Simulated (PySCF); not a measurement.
# AlGeH4Cl (SMILES [Cl][AlH][GeH3]): levels of theory compared

Aim: a comparison of 5 runs (HF/3-21G, HF/6-31G, PBE0/def2-SVP, MP2/def2-TZVP, MP2/cc-pVTZ) of AlGeH4Cl. Input form: a Python script.

The results are computed with PySCF 2.14.0.

## Step 1: The system as given

AlGeH4Cl: 7 atoms, total charge 0, spin state singlet. As SMILES, `[Cl][AlH][GeH3]`. The shape is that of a PBE0-D4/def2-TZVP optimisation.

Bond lengths: Cl1–Al2 2.102 Å, Al2–Ge3 2.467 Å, Al2–H4 1.580 Å, Ge3–H5 1.540 Å, Ge3–H6 1.540 Å, Ge3–H7 1.540 Å. Angles: Cl1–Al2–Ge3 116.8°, Cl1–Al2–H4 116.5°, Ge3–Al2–H4 126.7°, Al2–Ge3–H5 111.0°, Al2–Ge3–H6 111.0°, Al2–Ge3–H7 112.3°, H5–Ge3–H6 107.2°, H5–Ge3–H7 107.6°, H6–Ge3–H7 107.6°.

## Step 2: Energy and forces at HF/3-21G (run 1)

input.py reads:

```python
import pyscf.grad
from pyscf import gto

system = gto.M(
    atom='''
Cl    -4.722993    -2.885990    -0.239806
Al    -0.803889    -2.484423     0.273065
Ge     0.946942     1.813759    -0.176311
H      0.717151    -4.973759     0.907069
H      0.426511     2.877108    -2.834400
H     -0.272121     3.640368     1.732501
H      3.824239     1.884624     0.251523
''',
    basis='3-21g',
    unit='bohr',
    spin=0,
    charge=0,
    max_memory=1860,
    verbose=3,
)

mf = system.RHF()
mf.conv_tol = 1e-10
mf.kernel()
if not mf.converged:
    mf = mf.newton().run(mf.mo_coeff, mf.mo_occ)

e_final = mf.e_tot
print(f'total energy: {e_final:.8f} hartree')
grad = mf.Gradients().kernel()
mf.analyze()
```

Command:

```bash
$ OMP_NUM_THREADS=1 python input.py
```

Standard output:

```text
converged SCF energy = -2765.58795914415
[... 17 lines left out ...]
MO #6   energy= -45.9187623000643  occ= 2
[... 9 lines left out ...]
MO #16  energy= -4.9259327049939   occ= 2
[... 9 lines left out ...]
MO #26  energy= -0.736910131627744 occ= 2
[... 9 lines left out ...]
MO #36  energy= 0.115019011432851  occ= 0
[... 9 lines left out ...]
MO #46  energy= 0.438248103046771  occ= 0
[... 9 lines left out ...]
MO #56  energy= 1.40469715556142   occ= 0
[... 8 lines left out ...]
Dipole moment(X, Y, Z, Debye):  2.52994,  0.18306,  0.34430
```

Wall time 3 s (1 thread of Intel Xeon at 2.70GHz, shared host); peak memory 0.13 GiB.

## Step 3: Energy and forces at HF/6-31G (run 2)

input.py reads:

```python
import pyscf.grad
from pyscf import gto, scf

molecule = gto.M(
    atom='''
Cl      -2.499300      -1.527200      -0.126900
Al      -0.425400      -1.314700       0.144500
Ge       0.501100       0.959800      -0.093300
H        0.379500      -2.632000       0.480000
H        0.225700       1.522500      -1.499900
H       -0.144000       1.926400       0.916800
H        2.023700       0.997300       0.133100
''',
    max_memory=1860,
    verbose=4,
    basis='6-31g',
    spin=0,
)

calc0 = scf.RHF(molecule)
calc0.conv_tol = 1e-10
calc0.kernel()
if not calc0.converged:
    calc0 = calc0.newton().run(calc0.mo_coeff, calc0.mo_occ)

energy = calc0.e_tot
print('Final energy', energy)
grad = calc0.Gradients().kernel()
calc0.analyze()
```

Command:

```bash
$ OMP_NUM_THREADS=1 python input.py
```

Standard output:

```text
PySCF version 2.14.0

[... 85 lines left out ...]
MO #1   energy= -405.20457381086   occ= 2
[... 11 lines left out ...]
MO #13  energy= -5.15593200031435  occ= 2
[... 11 lines left out ...]
MO #25  energy= -1.08500419746076  occ= 2
[... 11 lines left out ...]
MO #37  energy= 0.158563960782972  occ= 0
[... 11 lines left out ...]
MO #49  energy= 0.652085867996563  occ= 0
[... 11 lines left out ...]
MO #61  energy= 3.31218900183835   occ= 0
[... 71 lines left out ...]
Dipole moment(X, Y, Z, Debye):  2.59993,  0.26337,  0.34149
```

It took 9.3 s on 1 thread of Intel Xeon at 2.70GHz, shared host; peak memory 0.14 GiB.

Run 3 isn't shown in full; the table further down has it.

## Step 4: Energy and forces at MP2/def2-TZVP (run 4)

mol.xyz reads:

```xyz
7
AlClGeH4
Cl    -2.499300    -1.527200    -0.126900
Al    -0.425400    -1.314700     0.144500
Ge     0.501100     0.959800    -0.093300
H      0.379500    -2.632000     0.480000
H      0.225700     1.522500    -1.499900
H     -0.144000     1.926400     0.916800
H      2.023700     0.997300     0.133100
```

run.py reads:

```python
from pyscf import gto, mp

molecule = gto.Mole()
molecule.atom = 'mol.xyz'
molecule.charge = 0
molecule.max_memory = 1860
molecule.basis = 'def2-tzvp'
molecule.verbose = 3
molecule.build()

mf = molecule.RHF()
mf.conv_tol = 1e-10
mf.kernel()
if not mf.converged:
    mf = mf.newton().run(mf.mo_coeff, mf.mo_occ)

pt = mp.MP2(mf, frozen=19).run()
e_tot = pt.e_tot
print('E(%s) = %.9f' % ('MP2', e_tot))
grad = pt.nuc_grad_method().kernel()
mf.analyze()
```

Command:

```bash
$ OMP_NUM_THREADS=1 python run.py
```

Standard output:

```text
converged SCF energy = -2779.20078450539
[... 34 lines left out ...]
MO #21  energy= -1.62594406418736  occ= 2
[... 24 lines left out ...]
MO #46  energy= 0.292983173177704  occ= 0
[... 24 lines left out ...]
MO #71  energy= 0.869789375862113  occ= 0
[... 24 lines left out ...]
MO #96  energy= 2.04117991588313   occ= 0
[... 24 lines left out ...]
MO #121 energy= 2.67665044071338   occ= 0
[... 24 lines left out ...]
MO #146 energy= 25.6021040098688   occ= 0
[... 8 lines left out ...]
Dipole moment(X, Y, Z, Debye):  1.29798, -0.00384,  0.19360
```

Wall time 94 s (1 thread of Intel Xeon at 2.70GHz, shared host); peak memory 2 GiB.

## Step 5: Energy and forces at MP2/cc-pVTZ (run 5)

job.py reads:

```python
from pyscf import gto, mp

system = gto.M(
    atom='''
Cl      -2.499300      -1.527200      -0.126900
Al      -0.425400      -1.314700       0.144500
Ge       0.501100       0.959800      -0.093300
H        0.379500      -2.632000       0.480000
H        0.225700       1.522500      -1.499900
H       -0.144000       1.926400       0.916800
H        2.023700       0.997300       0.133100
''',
    max_memory=1860,
    verbose=3,
    charge=0,
    basis='cc-pvtz',
)

calc0 = system.RHF()
calc0.conv_tol = 1e-10
calc0.kernel()
if not calc0.converged:
    calc0 = calc0.newton().run(calc0.mo_coeff, calc0.mo_occ)

pt = mp.MP2(calc0, frozen=19).run()
e_final = pt.e_tot
print('Final energy', e_final)
grad = pt.nuc_grad_method().kernel()
dip = calc0.dip_moment()
pop, q = calc0.mulliken_pop()
```

Command:

```bash
$ OMP_NUM_THREADS=1 python job.py
```

Standard output:

```text
converged SCF energy = -2779.25149994027
[... 2 lines left out ...]
Final energy -2779.721898500189
[... 10 lines left out ...]
Dipole moment(X, Y, Z, Debye):  1.33579,  0.01107,  0.19666
[... 175 lines left out ...]
charge of    6H =     -0.09852
```

It took 2.9 min on 1 thread of Intel Xeon at 2.70GHz, shared host; peak memory 2 GiB.

## Step 6: Overview of the runs

```csv
run,level,integration grid,frozen core orbitals,energy (Eh),dipole moment (D) of the reference,HOMO energy (eV),LUMO energy (eV),wall time
1,HF/3-21G,–,–,-2765.587959,2.56,-10.43,0.48,3 s
2,HF/6-31G,–,–,-2778.742458,2.64,-10.44,0.46,9.3 s
3,PBE0/def2-SVP,5,–,-2781.081001,1.09,-7.75,-1.92,31 s
4,MP2/def2-TZVP,–,19,-2779.712558,1.31,-10.34,0.77,94 s
5,MP2/cc-pVTZ,–,19,-2779.721899,1.35,-10.33,0.77,2.9 min
```

## Step 7: What came out

| quantity | value |
| --- | --- |
| run 5: total energy | -2779.72190 Eh |
| run 5: dipole moment (Hartree–Fock density) | 1.35 D |
| run 5: HOMO energy (Hartree–Fock orbitals) | -10.33 eV |
| run 5: LUMO energy (Hartree–Fock orbitals) | 0.77 eV |
| run 5: HOMO–LUMO gap (Hartree–Fock orbitals) | 11.09 eV |
| run 5: correlation energy (19 core orbitals frozen) | -470.4 mEh |
| run 5: largest force on an atom | 0.334 eV/Å |

What this shows: Over runs 1, 2, 3 the dipole moment (its size) runs from 1.09 D (PBE0/def2-SVP) to 2.64 D (HF/6-31G). The two ends differ in method and basis. Over runs 1, 2, 3 the HOMO–LUMO gap runs from 5.84 eV (PBE0/def2-SVP) to 10.91 eV (HF/3-21G). All runs together took 5.2 min, the longest 2.9 min.
